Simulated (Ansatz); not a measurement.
Runs of Ansatz 0.2.0 on TaWC2. It takes space group R-3m (No. 166, trigonal). Conventional cell: a = 3.144 Å, b = 3.144 Å, c = 15.305 Å, α = 90.00°, β = 90.00°, γ = 120.00°. Around W (site symmetry -3m) lie 6 C at 2.21 Å. Ta (site symmetry -3m) has 6 C at 2.23 Å as nearest neighbours. Around C (site symmetry 3m) lie 3 W at 2.21 Å and 3 Ta at 2.23 Å. The cell comes from a database or a generator and needn't be the stable form of this composition.

```tsv
task	level	cutoff (eV)	points for each segment of the path	gap on the mesh (eV)	pressure (GPa)	V0 of scaled cells (Å³/atom)	B0 (GPa)
equation of state	PBE	420	-	-	-	10.83	(a)
equation of state	PBEsol	420	-	-	-	10.58	(c)
band structure	PBEsol	420	14	none	-10.8	-	-
equation of state	r2SCAN	500	-	-	-	(b)	360
band structure	r2SCAN	500	14	none	-6.0	-	-
```

Alike in all rows: potentials or basis Ansatz PAW; no spin polarisation; cell as given; k mesh 10 × 10 × 10; smearing fermi-dirac 0.05 eV.

**Question.** Fill in the values left out.

**Answer.** (a) 345; (b) 10.73; (c) 367.

Caveats: the PAW data sets come from PBE, with cores solved anew for the run's functional, which leaves a small shift of forces and pressure (some runs); the cell was scaled at fixed shape and fractional positions, which overstates the stiffness of a crystal with free parameters, most of all of layers and chains (some runs).

A k mesh can miss the band edges, and the runs leave out spin-orbit coupling on Ta, W.

A gap of «none» marks a metal or a gap under the smearing width.

Not every run made on this cell is shown here.
